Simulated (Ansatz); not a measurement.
# AlCl2 in Ansatz: convergence with ecutfock ratio

The system is AlCl2.

```
Al Cl
1.0
    -2.27656    2.27656    3.56547
     2.27656   -2.27656    3.56547
     2.27656    2.27656   -3.56547
Al Cl
1 2
Direct
  0.50000 0.50000 0.00000
  0.73954 0.73954 0.00000
  0.26046 0.26046 0.00000
```

The cell was built by a generator and needn't be a form met in nature.

```yaml
Program: Ansatz 0.2.0
Task: convergence study
Functional: PBE0
Potentials_or_basis: Ansatz PAW
Cutoff: 420 eV
Density_cutoff: 1680 eV
k_mesh: 4 × 4 × 4
Occupations: fermi-dirac, width 0.05 eV
Spin: no spin polarisation
```

These are the settings of the first run; the series varies ecutfock ratio, with any setting tied to it.

Hardware: 2 threads of Arm Neoverse V2, with other jobs on the host.

| ecutfock ratio | energy less the tightest run, at zero smearing (meV/atom) | SCF cycles | CPU time (s) | peak memory (GiB) |
| --- | --- | --- | --- | --- |
| 1 | -0.69 | 28 | 20 | 0.7 |
| 2 | 0.00 | 28 | 25 | 0.81 |
| 3 | 0.00 | 28 | 26 | 0.83 |
| 4 | 0.00 | 28 | 26 | 0.85 |

Against the tightest run, the energy stays within 1 meV/atom from 1 on. The tightest run that finished is the yardstick and may itself not be fully converged.

Caveat, for the tightest run too: the k mesh is coarse (spacing up to 0.49 Å⁻¹), so the values aren't converged, least of all with exact exchange; an odd number of electrons without spin polarisation forces a metal; a magnetic or distorted state may lie lower.
